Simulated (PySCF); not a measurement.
# LaH3: a ladder of methods

Aim: at the PBE0 minimum of singlet LaH3, found before, compare methods on energies and levels.

Program: PySCF 2.14.0. Level of theory: several methods, basis La def2-TZVP with ECP46, H def2-TZVP, scalar-relativistic core potentials, no spin–orbit coupling, density fitting. These are calculated values, not measurements.

**1. Where the work starts**

4 atoms, charge 0, spin multiplicity 1.

Bond lengths: La1–H2 2.116 Å, La1–H3 2.116 Å, La1–H4 2.116 Å. Angles: H2–La1–H3 110.8°, H2–La1–H4 110.8°, H3–La1–H4 110.8°.

Coordinates in bohr (charge 0 multiplicity 1):
```
La    0.0000    0.0000    0.0265
H     3.8008    0.0000   -1.2160
H    -1.9004    3.2916   -1.2160
H    -1.9004   -3.2916   -1.2160
```

**2. Real-space pictures of the lowest minimum**

The plane holds La1 at (0.00, 0.00), H2 at (2.12, 0.00), H3 at (-0.75, 1.98) Å. Columns run from x = -2.85 to 4.35 Å, rows from y = 4.35 (top) to -1.95 Å, in steps of 0.3 Å. Electrons inside core potentials are absent.

Density (cut at 5 e/Å³):

Ten steps from '0' (0.000 e/Å³) to '9' (2.360 e/Å³), finer at the low end (step k begins (100^(k/10) - 1)/99 of the way up):
```
0000000000000000000000000
0000000000000000000000000
0000000000000000000000000
0000000000000000000000000
0000011211100000000000000
0000123332110000000000000
0001235554210000000000000
0001356775321000000000000
0012357986421000000000000
0012357876431100000000000
0001345666542111111000000
0001235677764323322110000
0001235789987544443210000
0001246897798656665321000
0001247981179767886421000
0001247981179767886421000
0001246897898656665321000
0000135789987544443210000
0000123467765333322110000
0000011234443211111000000
0000001122221111000000000
0000000011110000000000000
```

ELF (0 where the density is under 0.005 e/Å³):

Ten even steps from '0' (0.00) to '9' (1.00):
```
0000000000000000000000000
0000000000000000000000000
0000000000000000000000000
0000899999800000000000000
0008999999990000000000000
0089999999997000000000000
0099999999997100000000000
0799999999995000000000000
0799999999971000000000000
0589999999620000478700000
0268999874210003899980000
0013343345552017999998000
0000012578886239999999000
0000026884488449999999800
0000168950048559999999900
0000279950048559999999900
0000148884588449999999800
0000014688997228999999000
0000000258886116999998000
0000000014662003899980000
0000000001110001478700000
0000000000000000100000000
```

Lowest empty orbital at -2.00 eV (sign arbitrary; one member if degenerate):

Ten even steps from '0' (-0.22 Å^-3/2) to '9' (0.07 Å^-3/2):
```
7777777777777777777777777
7777777777777777777777777
7777777777777777777777777
7777777777777777777777777
7777777777777777777777777
7777777777777777777777777
7777776677778888777777777
7777766567778888877777777
7777765456788888877777777
7777665556788888877777777
7777665556788888877777777
7777654335688888777777777
8877653213578777777777777
8887652004666666667777777
8887752027753455556777777
8888764137731245556777777
8888876323200245566777777
8899988642102355667777777
8999999875444566677777777
8999999988766667777777777
8999999999887777777777777
8899999999988877777777777
```

Making the fields took 0.5 s on 2 threads of Arm Neoverse V1, shared host.

**3. PBE0**

The steps are one call of a driver around PySCF; scf.py gives each level's set-up. Each SCF starts from the density of the minimum. The driver also runs the species with one electron less or more at the same geometry; their logs are not shown.

The input, scf.py:

```python
from pyscf import gto, scf, dft
mol = gto.M(atom='''
La    -0.000000     0.000000     0.014007
H      2.011287    -0.000012    -0.643496
H     -1.005633     1.741832    -0.643496
H     -1.005654    -1.741820    -0.643496''',
    basis={'La': 'def2-TZVP', 'H': 'def2-TZVP'},
    ecp={'La': 'def2-TZVP'},
    charge=0, spin=0)
mf = dft.RKS(mol, xc='PBE0')
mf.grids.atom_grid = (75, 302)
mf.grids.prune = None
aux = {'La': 'def2-universal-JKFIT', 'H': 'def2-universal-JKFIT'}
mf = mf.density_fit(auxbasis=aux)
mf.conv_tol = 1e-08
mf.diis_space = 10
mf.max_cycle = 60
mf.verbose = 4
mf.kernel()
```

Launch:

```sh
$ OMP_NUM_THREADS=2 python axn.py task.json out
```

What it wrote:

```text
init E= -33.2851227161575
  HOMO = -0.247812659193846  LUMO = -0.0734250756850425  gap/eV = 4.74533
cycle= 1 E= -33.2851227161579  delta_E= -3.69e-13  |g|= 9.83e-07  |ddm|= 2.39e-06
  HOMO = -0.247812730708227  LUMO = -0.0734250146313944  gap/eV = 4.74533
Extra cycle  E= -33.2851227161579  delta_E= -7.11e-15  |g|= 8.89e-07  |ddm|= 1.88e-06
converged SCF energy = -33.2851227161579
```

This level, with the species of one electron less or more, took 1.7 s.

```
energy                        : -33.285123 Eh
one electron less (charge +1) : -32.960679 Eh (doublet, ⟨S²⟩ 0.77)
one electron more (charge -1) : -33.311030 Eh (doublet, ⟨S²⟩ 0.75)
Mulliken charge of La1        : +0.87 e
```

**4. HF**

Edit scf.py of step 3 so:

```diff
@@ -10,3 +10 @@
-mf = dft.RKS(mol, xc='PBE0')
-mf.grids.atom_grid = (75, 302)
-mf.grids.prune = None
+mf = scf.RHF(mol)
```

What it wrote, cut to the lines that bear on the results:

```text
[... the frontier levels of the middle cycles are left out ...]
init E= -32.8106477864323
  HOMO = -0.342658181366783  LUMO = 0.00543530423144034  gap/eV = 9.47211
cycle= 1 E= -32.8207662154485  delta_E= -0.0101  |g|= 0.0383  |ddm|= 0.446
  HOMO = -0.351120912622911  LUMO = -0.00426020295130147  gap/eV = 9.43856
cycle= 2 E= -32.8215993250362  delta_E= -0.000833  |g|= 0.01  |ddm|= 0.0804
  HOMO = -0.350944994257825  LUMO = -0.00393706578788833  gap/eV = 9.44257
cycle= 3 E= -32.8217117209608  delta_E= -0.000112  |g|= 0.0033  |ddm|= 0.0256
cycle= 4 E= -32.8217237719442  delta_E= -1.21e-05  |g|= 0.000847  |ddm|= 0.0106
cycle= 5 E= -32.8217248466111  delta_E= -1.07e-06  |g|= 0.000278  |ddm|= 0.0035
cycle= 6 E= -32.8217249569137  delta_E= -1.1e-07  |g|= 7.78e-05  |ddm|= 0.00105
cycle= 7 E= -32.8217249682161  delta_E= -1.13e-08  |g|= 1.93e-05  |ddm|= 0.000268
cycle= 8 E= -32.8217249688724  delta_E= -6.56e-10  |g|= 3.22e-06  |ddm|= 7.1e-05
  HOMO = -0.3514861165263  LUMO = -0.00478823889072877  gap/eV = 9.43413
Extra cycle  E= -32.821724968885  delta_E= -1.25e-11  |g|= 1.46e-06  |ddm|= 6.35e-06
converged SCF energy = -32.821724968885
```

This level, with the species of one electron less or more, took under 0.5 s.

```
energy                        : -32.821725 Eh
one electron less (charge +1) : -32.499459 Eh (doublet, ⟨S²⟩ 0.90)
one electron more (charge -1) : -32.837093 Eh (doublet, ⟨S²⟩ 0.75)
Mulliken charge of La1        : +1.16 e
```

**5. PBE**

Edit scf.py of step 4 so:

```diff
@@ -10 +10,3 @@
-mf = scf.RHF(mol)
+mf = dft.RKS(mol, xc='PBE')
+mf.grids.atom_grid = (75, 302)
+mf.grids.prune = None
```

What it wrote:

```text
init E= -33.2999201321397
  HOMO = -0.205083394018064  LUMO = -0.103831188846025  gap/eV = 2.75521
cycle= 1 E= -33.300850081285  delta_E= -0.00093  |g|= 0.0334  |ddm|= 0.242
  HOMO = -0.206077595846637  LUMO = -0.0953748616729708  gap/eV = 3.01237
cycle= 2 E= -33.3003520382022  delta_E= 0.000498  |g|= 0.0462  |ddm|= 0.149
  HOMO = -0.206066190647725  LUMO = -0.100710858993484  gap/eV = 2.86686
cycle= 3 E= -33.3013867125354  delta_E= -0.00103  |g|= 0.0016  |ddm|= 0.0878
  HOMO = -0.20601078469452  LUMO = -0.100704691901871  gap/eV = 2.86552
cycle= 4 E= -33.3013874092673  delta_E= -6.97e-07  |g|= 0.000387  |ddm|= 0.00187
  HOMO = -0.205957769284217  LUMO = -0.100660986532587  gap/eV = 2.86527
cycle= 5 E= -33.3013874650656  delta_E= -5.58e-08  |g|= 5.44e-05  |ddm|= 0.000685
  HOMO = -0.205977534063855  LUMO = -0.100669761959387  gap/eV = 2.86557
cycle= 6 E= -33.3013874666172  delta_E= -1.55e-09  |g|= 2.92e-06  |ddm|= 0.000102
  HOMO = -0.205976786061782  LUMO = -0.100669270799193  gap/eV = 2.86556
Extra cycle  E= -33.3013874666197  delta_E= -2.52e-12  |g|= 1.84e-06  |ddm|= 9.74e-06
converged SCF energy = -33.3013874666197
```

This level, with the species of one electron less or more, took 19 s.

```
energy                        : -33.301387 Eh
one electron less (charge +1) : -32.987145 Eh (doublet, ⟨S²⟩ 0.76)
one electron more (charge -1) : -33.327254 Eh (doublet, ⟨S²⟩ 0.75)
Mulliken charge of La1        : +0.76 e
```

**6. B3LYP**

Edit scf.py of step 5 so:

```diff
@@ -10 +10 @@
-mf = dft.RKS(mol, xc='PBE')
+mf = dft.RKS(mol, xc='B3LYP')
```

What it wrote:

```text
init E= -33.3185014875436
  HOMO = -0.241058509741663  LUMO = -0.0834712616740894  gap/eV = 4.28817
cycle= 1 E= -33.319197220326  delta_E= -0.000696  |g|= 0.00888  |ddm|= 0.126
  HOMO = -0.241820960212917  LUMO = -0.086709920430764  gap/eV = 4.22079
cycle= 2 E= -33.3192126906215  delta_E= -1.55e-05  |g|= 0.00796  |ddm|= 0.0401
  HOMO = -0.241719210690603  LUMO = -0.0854330327257795  gap/eV = 4.25276
cycle= 3 E= -33.3192426264182  delta_E= -2.99e-05  |g|= 0.000586  |ddm|= 0.0171
  HOMO = -0.241804060301935  LUMO = -0.0855113269026662  gap/eV = 4.25294
cycle= 4 E= -33.3192427342442  delta_E= -1.08e-07  |g|= 0.000289  |ddm|= 0.0012
  HOMO = -0.241830324142579  LUMO = -0.0855070466545651  gap/eV = 4.25377
cycle= 5 E= -33.319242762552  delta_E= -2.83e-08  |g|= 4.23e-05  |ddm|= 0.000319
  HOMO = -0.241818949214093  LUMO = -0.0855059225275021  gap/eV = 4.25349
cycle= 6 E= -33.3192427637492  delta_E= -1.2e-09  |g|= 7.81e-06  |ddm|= 0.000112
  HOMO = -0.241822484431166  LUMO = -0.0855078623577765  gap/eV = 4.25354
Extra cycle  E= -33.3192427638057  delta_E= -5.65e-11  |g|= 4.03e-06  |ddm|= 3.37e-05
converged SCF energy = -33.3192427638057
```

This level, with the species of one electron less or more, took 3.9 s on 2 threads of Arm Neoverse V1, shared host.

```
energy                        : -33.319243 Eh
one electron less (charge +1) : -32.994252 Eh (doublet, ⟨S²⟩ 0.77)
one electron more (charge -1) : -33.346530 Eh (doublet, ⟨S²⟩ 0.75)
Mulliken charge of La1        : +0.89 e
```

**7. r2SCAN**

Edit scf.py of step 6 so:

```diff
@@ -10,2 +10,2 @@
-mf = dft.RKS(mol, xc='B3LYP')
-mf.grids.atom_grid = (75, 302)
+mf = dft.RKS(mol, xc='R2SCAN')
+mf.grids.atom_grid = (90, 434)
```

What it wrote:

```text
init E= -33.3034160305073
  HOMO = -0.216067606565854  LUMO = -0.0844120377206736  gap/eV = 3.58253
cycle= 1 E= -33.3040171165107  delta_E= -0.000601  |g|= 0.0062  |ddm|= 0.0977
  HOMO = -0.213658455971639  LUMO = -0.0817361081637535  gap/eV = 3.58979
cycle= 2 E= -33.3040231708867  delta_E= -6.05e-06  |g|= 0.0045  |ddm|= 0.0288
  HOMO = -0.214357089988166  LUMO = -0.0828093873190148  gap/eV = 3.57960
cycle= 3 E= -33.304031810751  delta_E= -8.64e-06  |g|= 0.00119  |ddm|= 0.0116
  HOMO = -0.214484273536423  LUMO = -0.0827198149267951  gap/eV = 3.58549
cycle= 4 E= -33.30403252083  delta_E= -7.1e-07  |g|= 0.000155  |ddm|= 0.00211
  HOMO = -0.214453214556464  LUMO = -0.0826960975203173  gap/eV = 3.58529
cycle= 5 E= -33.3040325274719  delta_E= -6.64e-09  |g|= 7.67e-05  |ddm|= 0.000305
  HOMO = -0.214454703363281  LUMO = -0.0826959352086198  gap/eV = 3.58534
Extra cycle  E= -33.3040325276212  delta_E= -1.49e-10  |g|= 7.36e-05  |ddm|= 0.000133
converged SCF energy = -33.3040325276212
```

This level, with the species of one electron less or more, took 34 s.

- energy: -33.304033 Eh
- one electron less (charge +1): -32.986114 Eh (doublet, ⟨S²⟩ 0.77)
- one electron more (charge -1): -33.330592 Eh (doublet, ⟨S²⟩ 0.75)
- Mulliken charge of La1: +0.92 e

**8. TPSSh**

Edit scf.py of step 7 so:

```diff
@@ -10 +10 @@
-mf = dft.RKS(mol, xc='R2SCAN')
+mf = dft.RKS(mol, xc='TPSSH')
```

What it wrote:

```text
init E= -33.3082593340706
  HOMO = -0.23096218550476  LUMO = -0.0831466036121484  gap/eV = 4.02227
cycle= 1 E= -33.3087369699946  delta_E= -0.000478  |g|= 0.0129  |ddm|= 0.0929
  HOMO = -0.227531870894113  LUMO = -0.0851147622787694  gap/eV = 3.87537
cycle= 2 E= -33.3087491295051  delta_E= -1.22e-05  |g|= 0.012  |ddm|= 0.0412
  HOMO = -0.227885692246787  LUMO = -0.0834130062041085  gap/eV = 3.93130
cycle= 3 E= -33.3088184360732  delta_E= -6.93e-05  |g|= 0.00117  |ddm|= 0.024
  HOMO = -0.228149123373811  LUMO = -0.0836140840167039  gap/eV = 3.93300
cycle= 4 E= -33.3088188886554  delta_E= -4.53e-07  |g|= 0.000311  |ddm|= 0.00193
  HOMO = -0.22815194721319  LUMO = -0.0836249800406781  gap/eV = 3.93278
cycle= 5 E= -33.3088189165323  delta_E= -2.79e-08  |g|= 7.78e-05  |ddm|= 0.000422
  HOMO = -0.22812766472677  LUMO = -0.0836138672131859  gap/eV = 3.93242
cycle= 6 E= -33.3088189186623  delta_E= -2.13e-09  |g|= 2.64e-06  |ddm|= 0.000139
  HOMO = -0.228128636702132  LUMO = -0.0836145802532269  gap/eV = 3.93243
Extra cycle  E= -33.3088189186644  delta_E= -2.11e-12  |g|= 1.8e-06  |ddm|= 7.1e-06
converged SCF energy = -33.3088189186644
```

This level, with the species of one electron less or more, took 15 s.

* energy: -33.308819 Eh
* one electron less (charge +1): -32.988040 Eh (doublet, ⟨S²⟩ 0.77)
* one electron more (charge -1): -33.332253 Eh (doublet, ⟨S²⟩ 0.75)
* Mulliken charge of La1: +0.94 e

**9. r2SCANh**

Edit scf.py of step 8 so:

```diff
@@ -10 +10 @@
-mf = dft.RKS(mol, xc='TPSSH')
+mf = dft.RKS(mol, xc='HYB_MGGA_XC_R2SCANH')
```

What it wrote:

```text
init E= -33.291888663763
  HOMO = -0.231298321348817  LUMO = -0.0747890202823842  gap/eV = 4.25884
cycle= 1 E= -33.2921853691862  delta_E= -0.000297  |g|= 0.00453  |ddm|= 0.107
  HOMO = -0.229708486221082  LUMO = -0.0747121050976871  gap/eV = 4.21767
cycle= 2 E= -33.2921908685436  delta_E= -5.5e-06  |g|= 0.00412  |ddm|= 0.0116
  HOMO = -0.229910481898652  LUMO = -0.0741648536189659  gap/eV = 4.23805
cycle= 3 E= -33.2921986241023  delta_E= -7.76e-06  |g|= 0.000459  |ddm|= 0.00802
  HOMO = -0.23004860679685  LUMO = -0.0742427415838325  gap/eV = 4.23969
cycle= 4 E= -33.2921987130175  delta_E= -8.89e-08  |g|= 0.000101  |ddm|= 0.000999
  HOMO = -0.230031251487022  LUMO = -0.0742210040265543  gap/eV = 4.23981
cycle= 5 E= -33.2921987167771  delta_E= -3.76e-09  |g|= 3.86e-05  |ddm|= 0.000265
  HOMO = -0.230021334698425  LUMO = -0.074210597436783  gap/eV = 4.23983
Extra cycle  E= -33.2921987169469  delta_E= -1.7e-10  |g|= 3.18e-05  |ddm|= 0.000118
converged SCF energy = -33.2921987169469
```

This level, with the species of one electron less or more, took 14 s.

```
energy                        : -33.292199 Eh
one electron less (charge +1) : -32.971031 Eh (doublet, ⟨S²⟩ 0.78)
one electron more (charge -1) : -33.318917 Eh (doublet, ⟨S²⟩ 0.75)
Mulliken charge of La1        : +0.94 e
```

**10. BP86**

Edit scf.py of step 9 so:

```diff
@@ -10,2 +10,2 @@
-mf = dft.RKS(mol, xc='HYB_MGGA_XC_R2SCANH')
-mf.grids.atom_grid = (90, 434)
+mf = dft.RKS(mol, xc='B88,P86')
+mf.grids.atom_grid = (75, 302)
```

What it wrote:

```text
init E= -33.3664564874387
  HOMO = -0.2097205485454  LUMO = -0.10060672237802  gap/eV = 2.96914
cycle= 1 E= -33.3676363444822  delta_E= -0.00118  |g|= 0.028  |ddm|= 0.247
  HOMO = -0.210135117594122  LUMO = -0.0932711596543783  gap/eV = 3.18003
cycle= 2 E= -33.3672980000701  delta_E= 0.000338  |g|= 0.0382  |ddm|= 0.121
  HOMO = -0.210289428124112  LUMO = -0.0979282019911993  gap/eV = 3.05750
cycle= 3 E= -33.3680000078523  delta_E= -0.000702  |g|= 0.00125  |ddm|= 0.0731
  HOMO = -0.210308413831825  LUMO = -0.0979457964694157  gap/eV = 3.05754
cycle= 4 E= -33.368000392755  delta_E= -3.85e-07  |g|= 0.000432  |ddm|= 0.00153
  HOMO = -0.210275808552593  LUMO = -0.0979025959767279  gap/eV = 3.05783
cycle= 5 E= -33.3680004630498  delta_E= -7.03e-08  |g|= 3.07e-05  |ddm|= 0.000696
  HOMO = -0.210289212830804  LUMO = -0.0979118829073189  gap/eV = 3.05794
cycle= 6 E= -33.3680004634768  delta_E= -4.27e-10  |g|= 5.53e-06  |ddm|= 7.07e-05
  HOMO = -0.210286063474591  LUMO = -0.0979104088937317  gap/eV = 3.05790
Extra cycle  E= -33.3680004634875  delta_E= -1.07e-11  |g|= 3.12e-06  |ddm|= 1.7e-05
converged SCF energy = -33.3680004634875
```

This level, with the species of one electron less or more, took 19 s on 2 threads of Arm Neoverse V1, shared host.

| Property | Result |
| --- | --- |
| energy | -33.368000 Eh |
| one electron less (charge +1) | -33.049160 Eh (doublet, ⟨S²⟩ 0.76) |
| one electron more (charge -1) | -33.398253 Eh (doublet, ⟨S²⟩ 0.75) |
| Mulliken charge of La1 | +0.82 e |

**11. The ladder**

| level | vertical ionisation energy (eV) | vertical electron affinity (eV) | −ε(HOMO) (eV) | gap (eV) | dipole (D) | wall time |
| --- | --- | --- | --- | --- | --- | --- |
| PBE0 | 8.83 | 0.70 | 6.74 | 4.75 | 4.84 | 1.7 s |
| HF | 8.77 | 0.42 | 9.56 | 9.43 | 5.58 | under 0.5 s |
| PBE | 8.55 | 0.70 | 5.60 | 2.87 | 4.56 | 19 s |
| B3LYP | 8.84 | 0.74 | 6.58 | 4.25 | 4.86 | 3.9 s |
| r2SCAN | 8.65 | 0.72 | 5.84 | 3.59 | 4.83 | 34 s |
| TPSSh | 8.73 | 0.64 | 6.21 | 3.93 | 4.89 | 15 s |
| r2SCANh | 8.74 | 0.73 | 6.26 | 4.24 | 4.89 | 14 s |
| BP86 | 8.68 | 0.82 | 5.72 | 3.06 | 4.60 | 19 s |

Times are for 2 threads of Arm Neoverse V1, shared host; PBE0 starts from its own converged density, so its time is not comparable. A dash stands where a species or a free atom was not run at that level, or the quantity is not defined.

**12. What came out**

```
                         quantity                          value
vertical ionisation energy, range  8.55 (PBE) to 8.84 (B3LYP) eV
vertical electron affinity, range    0.42 (HF) to 0.82 (BP86) eV
               orbital gap, range     2.87 (PBE) to 9.43 (HF) eV
```

What this shows: The vertical ionisation energy spreads over 0.29 eV, from PBE to B3LYP; without a CCSD(T) value for it there is no yardstick here. Without diffuse functions electron affinities tend to come out too low. The stability of the closed-shell solution was not tested. Spin–orbit coupling is left out.
